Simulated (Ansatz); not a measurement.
This script makes the interaction energy of a dimer with the counterpoise correction of B2FH3, SMILES BBF with the Ansatz DFT code, driven from Python.

The script, `dimer.py`:
```python
import ansatz as az

BASIS = "cc-pVDZ"
FUNCTIONAL = "PBE"
VDW = "d3bj"

FIRST = [
    ("B", (-0.4138, 0.1561, -0.6803)),
    ("B", (0.4126, -0.2529, 0.6365)),
    ("F", (0.6582, 0.7107, 1.6677)),
    ("H", (-0.6124, -0.5732, -1.5492)),
    ("H", (-0.8627, 1.3002, -0.8049)),
    ("H", (0.8182, -1.3408, 0.7303)),
]
SECOND = [
    ("B", (0.2403, 3.6765, 3.6264)),
    ("B", (0.0582, 5.2731, 3.5809)),
    ("F", (-0.4999, 5.9721, 4.6999)),
    ("H", (0.6565, 3.0662, 2.7428)),
    ("H", (-0.0803, 3.0405, 4.6357)),
    ("H", (0.3753, 5.8479, 2.6187)),
]

def energy(atoms, ghosts=()):
    molecule = az.Crystal.molecule()
    for symbol, xyz in atoms:
        molecule = molecule.atom(symbol, xyz)
    calc = (
        molecule.calculation()
        .basis(gaussian=BASIS)
        .functional(FUNCTIONAL, dispersion=VDW)
    )
    deck = calc.input()
    if ghosts:
        deck = deck.set(az.key.basis.gaussian.ghost_atoms, [{"symbol": s, "position_ang": list(xyz)} for s, xyz in ghosts])
    return az.Session.from_dict(deck).plan().execute().report["free_energy_ev"]

both = energy(FIRST + SECOND)
alone = energy(FIRST) + energy(SECOND)
ghosted = energy(FIRST, SECOND) + energy(SECOND, FIRST)
print(f"dimer {both:.6f} eV")
print(f"interaction, uncorrected   {96.485332 * (both - alone):8.3f} kJ/mol")
print(f"interaction, counterpoise  {96.485332 * (both - ghosted):8.3f} kJ/mol")
print(f"basis-set superposition    {96.485332 * (alone - ghosted):8.3f} kJ/mol")
```

How large is the interaction at this pose, and how much of it is basis-set superposition?

Uncorrected it is -5.083 kJ/mol, with the counterpoise correction -0.803 kJ/mol; the difference, 4.28 kJ/mol, is the superposition error.

What the script printed:

Running `python dimer.py` prints:
```text
dimer -8224.564004 eV
interaction, uncorrected     -5.083 kJ/mol
interaction, counterpoise    -0.803 kJ/mol
basis-set superposition       4.280 kJ/mol
```

Total energies depend on the basis set; only differences at equal settings carry meaning. The dimer is a generated trial pose of unrelaxed monomers, not a minimum, so the figure is no binding energy, and the basis set is small. The whole script took 9.5 s on 1 thread of Arm Neoverse V1 (shared host), peak memory 0.19 GiB.
